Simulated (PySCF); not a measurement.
# [Pb(BH4)]+: other spin states, a change of charge and excitations

Aim: at the relaxed geometry of [Pb(BH4)]+, try other spin states, a change of charge and excitations. The species was built from a template and needn't be a known compound.

The runs use PySCF 2.14.0; TPSS, Pb def2-SVP with ECP60, B def2-SVP, H def2-SVP; scalar-relativistic core potentials, no spin–orbit coupling.

3 further runs of the same task are left out: 1 for a known fault of the program, 1 that didn't finish, 1 set aside as unsound or not needed.

## 1. Starting geometry

6 atoms, charge 1, spin multiplicity 1.

Bond lengths: Pb1–B2 2.336 Å, Pb1–H4 2.188 Å, Pb1–H5 2.188 Å, Pb1–H6 2.188 Å, B2–H3 1.201 Å, B2–H4 1.281 Å, B2–H5 1.281 Å, B2–H6 1.281 Å. Angles: B2–Pb1–H4 32.7°, B2–Pb1–H5 32.7°, B2–Pb1–H6 32.7°, H4–Pb1–H5 55.8°, H4–Pb1–H6 55.8°, H5–Pb1–H6 55.8°, Pb1–B2–H3 180.0°, Pb1–B2–H4 67.3°, Pb1–B2–H5 67.3°, Pb1–B2–H6 67.3°, H3–B2–H4 112.7°, H3–B2–H5 112.7°, H3–B2–H6 112.7°, H4–B2–H5 106.1°, H4–B2–H6 106.1°, H5–B2–H6 106.1°, Pb1–H4–B2 80.0°, Pb1–H5–B2 80.0° and more.

Geometry (Å):

```xyz
6
BH4Pb
Pb    0.0000    0.0000   -0.0340
B     0.0000    0.0000    2.3017
H     0.0000    0.0000    3.5031
H     1.1816    0.0000    1.8075
H    -0.5908    1.0233    1.8075
H    -0.5908   -1.0233    1.8075
```

Formal oxidation states: Pb +2. An earlier session relaxed this geometry at TPSS, Pb def2-SVP with ECP60, B def2-SVP, H def2-SVP (singlet, point group C3v).

Its energy there is -219.788756 Eh.

## 2. Multiplicity 3 at the relaxed geometry

The input, run.py (the lines that set the calculation):

```python
mol = gto.M(atom='''
Pb     0.00000     0.00000    -0.03403
B      0.00000     0.00000     2.30174
H      0.00000     0.00000     3.50306
H      1.18162     0.00004     1.80753
H     -0.59084     1.02329     1.80753
H     -0.59078    -1.02333     1.80753''',
    basis={'Pb': 'def2-SVP', 'B': 'def2-SVP', 'H': 'def2-SVP'},
    ecp={'Pb': 'def2-SVP'},
    charge=1, spin=2)
mf = dft.UKS(mol, xc='TPSS')
mf.grids.atom_grid = (50, 194)
mf = mf.density_fit()  # fitting sets: Pb def2-universal-JKFIT, B def2-universal-JKFIT, H def2-universal-JKFIT
mf.conv_tol = 1e-08; mf.max_cycle = 55
mf.kernel(dm0)  # dm0: free metal ions and neutral atoms
```

The run is started by

```sh
$ OMP_NUM_THREADS=2 python run.py
```

Log:

```text
init E= -220.684584473207
  HOMO = -0.390769711849  LUMO = -0.37968790589  gap/eV = 0.30155
cycle= 1 E= -217.707131113482  delta_E= 2.98  |g|= 1.36  |ddm|=  2.7
cycle= 2 E= -199.125383856039  delta_E= 18.6  |g|=  5.6  |ddm|= 7.31
cycle= 3 E= -217.39210044793  delta_E= -18.3  |g|= 1.48  |ddm|= 5.75
cycle= 4 E= -219.565500436384  delta_E= -2.17  |g|= 0.202  |ddm|= 3.76
cycle= 5 E= -219.592080690468  delta_E= -0.0266  |g|= 0.141  |ddm|= 0.882
cycle= 6 E= -219.609056106829  delta_E= -0.017  |g|= 0.0509  |ddm|= 0.406
cycle= 7 E= -219.611332274352  delta_E= -0.00228  |g|= 0.0226  |ddm|= 0.192
cycle= 8 E= -219.611881020685  delta_E= -0.000549  |g|= 0.00424  |ddm|= 0.0642
cycle= 9 E= -219.6118930046  delta_E= -1.2e-05  |g|= 0.00186  |ddm|= 0.00849
cycle= 10 E= -219.611896506066  delta_E= -3.5e-06  |g|= 0.000749  |ddm|= 0.00544
cycle= 11 E= -219.611896961533  delta_E= -4.55e-07  |g|= 0.000268  |ddm|= 0.00135
cycle= 12 E= -219.611897037318  delta_E= -7.58e-08  |g|= 8.4e-05  |ddm|= 0.000646
cycle= 13 E= -219.611897043421  delta_E= -6.1e-09  |g|= 4.56e-05  |ddm|= 0.000198
Extra cycle  E= -219.611897042405  delta_E= 1.02e-09  |g|= 5.1e-05  |ddm|= 0.00024
converged SCF energy = -219.611897042405  <S^2> = 2.0065601  2S+1 = 3.0043702
```

It took 3.1 s on 2 threads of Arm Neoverse V1, shared host.

Result: E = -219.611897 Eh (+4.813 eV from the relaxed state), HOMO -9.11 eV, LUMO -14.01 eV (over both spins), ⟨S²⟩ = 2.007, Mulliken charge on Pb1 +0.63 e. An empty level of one spin lies below a filled level of the other.

## 3. One electron removed, multiplicity 2

run.py (the lines that set the calculation): that of step 2 with these lines changed.

```diff
@@ -9,3 +9,3 @@
     ecp={'Pb': 'def2-SVP'},
-    charge=1, spin=2)
+    charge=2, spin=1)
 mf = dft.UKS(mol, xc='TPSS')
@@ -14,2 +14,2 @@
 mf.conv_tol = 1e-08; mf.max_cycle = 55
-mf.kernel(dm0)  # dm0: free metal ions and neutral atoms
+mf.kernel(dm0)  # dm0: the density of the relaxed state
```

The run is started by

```sh
$ OMP_NUM_THREADS=2 python run.py
```

Log:

```text
init E= -219.793452843177
  HOMO = -0.498754783675  LUMO = -0.490187949093  gap/eV = 0.23312
cycle= 1 E= -219.124186968622  delta_E= 0.669  |g|= 0.218  |ddm|= 0.599
  HOMO = -0.829380487952  LUMO = -0.797326976598  gap/eV = 0.87222
cycle= 2 E= -219.005008518868  delta_E= 0.119  |g|= 0.41  |ddm|= 0.964
  HOMO = -0.773450970536  LUMO = -0.747917012196  gap/eV = 0.69481
cycle= 3 E= -219.167857229499  delta_E= -0.163  |g|= 0.0655  |ddm|= 0.908
  HOMO = -0.767019275987  LUMO = -0.736455094206  gap/eV = 0.83169
cycle= 4 E= -219.170905770187  delta_E= -0.00305  |g|= 0.0129  |ddm|= 0.143
  HOMO = -0.767883375736  LUMO = -0.734759675909  gap/eV = 0.90134
cycle= 5 E= -219.171010990604  delta_E= -0.000105  |g|= 0.00418  |ddm|= 0.0292
  HOMO = -0.767817897544  LUMO = -0.73461753638  gap/eV = 0.90343
cycle= 6 E= -219.171026891156  delta_E= -1.59e-05  |g|= 0.0013  |ddm|= 0.00719
  HOMO = -0.768256482632  LUMO = -0.73464702743  gap/eV = 0.91456
cycle= 7 E= -219.171028347678  delta_E= -1.46e-06  |g|= 0.000208  |ddm|= 0.00237
  HOMO = -0.76817762623  LUMO = -0.734619124779  gap/eV = 0.91317
cycle= 8 E= -219.171028397271  delta_E= -4.96e-08  |g|= 7.98e-05  |ddm|= 0.000525
  HOMO = -0.768191475763  LUMO = -0.734617935892  gap/eV = 0.91358
cycle= 9 E= -219.171028405754  delta_E= -8.48e-09  |g|= 1.62e-05  |ddm|= 0.000196
  HOMO = -0.768187590794  LUMO = -0.734616525465  gap/eV = 0.91352
Extra cycle  E= -219.171028405689  delta_E= 6.53e-11  |g|= 2.11e-05  |ddm|= 6.52e-05
converged SCF energy = -219.171028405689  <S^2> = 0.75554727  2S+1 = 2.0055396
```

It took 2 s on 2 threads of Arm Neoverse V1, shared host.

Read off: E = -219.171028 Eh (+16.809 eV from the relaxed state), HOMO -20.90 eV, LUMO -19.99 eV (over both spins), ⟨S²⟩ = 0.756, Mulliken charge on Pb1 +1.36 e. 

## 4. One electron added, multiplicity 2

run.py (the lines that set the calculation): that of step 3 with these lines changed.

```diff
@@ -9,3 +9,3 @@
     ecp={'Pb': 'def2-SVP'},
-    charge=2, spin=1)
+    charge=0, spin=1)
 mf = dft.UKS(mol, xc='TPSS')
```

The run is started by

```sh
$ OMP_NUM_THREADS=2 python run.py
```

Log:

```text
init E= -219.792866230356
  HOMO = -0.32932947827  LUMO = -0.323687560389  gap/eV = 0.15352
cycle= 1 E= -219.993189563556  delta_E= -0.2  |g|= 0.138  |ddm|= 0.94
  HOMO = -0.0845977948  LUMO = -0.0692798419191  gap/eV = 0.41682
cycle= 2 E= -219.998953042212  delta_E= -0.00576  |g|= 0.145  |ddm|= 0.82
  HOMO = -0.116821544104  LUMO = -0.0993183701502  gap/eV = 0.47629
cycle= 3 E= -220.013929918248  delta_E= -0.015  |g|= 0.0187  |ddm|= 0.313
  HOMO = -0.122155898406  LUMO = -0.103325797705  gap/eV = 0.51239
cycle= 4 E= -220.014029415292  delta_E= -9.95e-05  |g|= 0.0144  |ddm|= 0.0419
  HOMO = -0.123456487337  LUMO = -0.104168380258  gap/eV = 0.52486
cycle= 5 E= -220.014199927946  delta_E= -0.000171  |g|= 0.00126  |ddm|= 0.0216
  HOMO = -0.123472729519  LUMO = -0.10407324802  gap/eV = 0.52789
cycle= 6 E= -220.014201551288  delta_E= -1.62e-06  |g|= 0.00042  |ddm|= 0.00367
  HOMO = -0.123478944388  LUMO = -0.104060223852  gap/eV = 0.52841
cycle= 7 E= -220.014201728872  delta_E= -1.78e-07  |g|= 7.7e-05  |ddm|= 0.000993
  HOMO = -0.123477608305  LUMO = -0.104054247459  gap/eV = 0.52854
cycle= 8 E= -220.014201735902  delta_E= -7.03e-09  |g|= 4.72e-05  |ddm|= 0.000231
  HOMO = -0.123475225507  LUMO = -0.104053596344  gap/eV = 0.52849
Extra cycle  E= -220.014201735693  delta_E= 2.09e-10  |g|= 5.2e-05  |ddm|= 0.000179
converged SCF energy = -220.014201735693  <S^2> = 0.7518358  2S+1 = 2.001835
```

It took 1.8 s on 2 threads of Arm Neoverse V1, shared host.

Read off: E = -220.014202 Eh (-6.135 eV from the relaxed state), HOMO -3.36 eV, LUMO -3.15 eV (over both spins), ⟨S²⟩ = 0.752, Mulliken charge on Pb1 +0.17 e. 

## 5. Singlet excitations, Tamm-Dancoff CAM-B3LYP

run.py (the lines that set the calculation): that of step 4 with these lines changed.

```diff
@@ -9,4 +9,4 @@
     ecp={'Pb': 'def2-SVP'},
-    charge=0, spin=1)
-mf = dft.UKS(mol, xc='TPSS')
+    charge=1, spin=0)
+mf = dft.RKS(mol, xc='CAMB3LYP')
 mf.grids.atom_grid = (50, 194)
```

The run is started by

```sh
$ OMP_NUM_THREADS=2 python run.py
```

Log:

```text
init E= -219.753151113803
  HOMO = -0.580043966396659  LUMO = -0.267749411862957  gap/eV = 8.49797
cycle= 1 E= -219.755160281568  delta_E= -0.00201  |g|= 0.0135  |ddm|= 0.176
  HOMO = -0.579398509302371  LUMO = -0.270395381515146  gap/eV = 8.40840
cycle= 2 E= -219.755217708829  delta_E= -5.74e-05  |g|= 0.00738  |ddm|= 0.0321
  HOMO = -0.581877900794573  LUMO = -0.270354858544724  gap/eV = 8.47697
cycle= 3 E= -219.755238206098  delta_E= -2.05e-05  |g|= 0.00254  |ddm|= 0.0115
  HOMO = -0.581591150484138  LUMO = -0.270598441140917  gap/eV = 8.46254
cycle= 4 E= -219.755240884941  delta_E= -2.68e-06  |g|= 0.000324  |ddm|= 0.00424
  HOMO = -0.581589371968368  LUMO = -0.270573471303985  gap/eV = 8.46317
cycle= 5 E= -219.755240924008  delta_E= -3.91e-08  |g|= 3.93e-05  |ddm|= 0.000798
  HOMO = -0.581592157637298  LUMO = -0.270575784043957  gap/eV = 8.46319
cycle= 6 E= -219.755240924857  delta_E= -8.49e-10  |g|= 1.15e-05  |ddm|= 0.000112
  HOMO = -0.581590646663826  LUMO = -0.270573719759408  gap/eV = 8.46320
Extra cycle  E= -219.755240924903  delta_E= -4.65e-11  |g|= 5.29e-06  |ddm|= 3.11e-05
converged SCF energy = -219.755240924903
```

Run time: 6.9 s. Hardware: 2 threads of Arm Neoverse V1, shared host.

Read off: E = -219.755241 Eh, HOMO -15.83 eV, LUMO -7.36 eV, Mulliken charge on Pb1 +0.96 e. 

Singlet excitations:

| state | energy (eV) | oscillator strength |
| --- | --- | --- |
| 1 | 5.32 | 0.0193 |
| 2 | 5.32 | 0.0193 |
| 3 | 5.72 | 0.0000 |
| 4 | 5.91 | 0.0010 |
| 5 | 5.91 | 0.0010 |
| 6 | 6.92 | 0.0192 |
| 7 | 8.31 | 0.0060 |
| 8 | 8.31 | 0.0060 |

## 6. Results

| state | energy from the relaxed state (eV) | ⟨S²⟩ | time |
| --- | --- | --- | --- |
| charge +1, singlet, vacuum (relaxed) | 0 | 0.00 |  |
| charge 0, doublet, vacuum | -6.13 | 0.75 | 1.8 s |
| charge +1, triplet, vacuum | 4.81 | 2.01 | 3.1 s |
| charge +2, doublet, vacuum | 16.81 | 0.76 | 2 s |

An electron taken off or put on is at rest in vacuum. 

In the excitation run (CAM-B3LYP), the lowest singlet lies at 5.32 eV (gaps between orbitals at other levels can't be set against it), and the brightest of the eight at 5.32 eV (f = 0.019); spin–orbit coupling would mix in triplets. Removing an electron vertically costs 16.81 eV (doublet), against −HOMO = 13.46 eV. Adding an electron vertically releases 6.13 eV (doublet). The triplet lies 4.81 eV above at this geometry. The bases are small and lack diffuse functions. Spin–orbit coupling is left out.
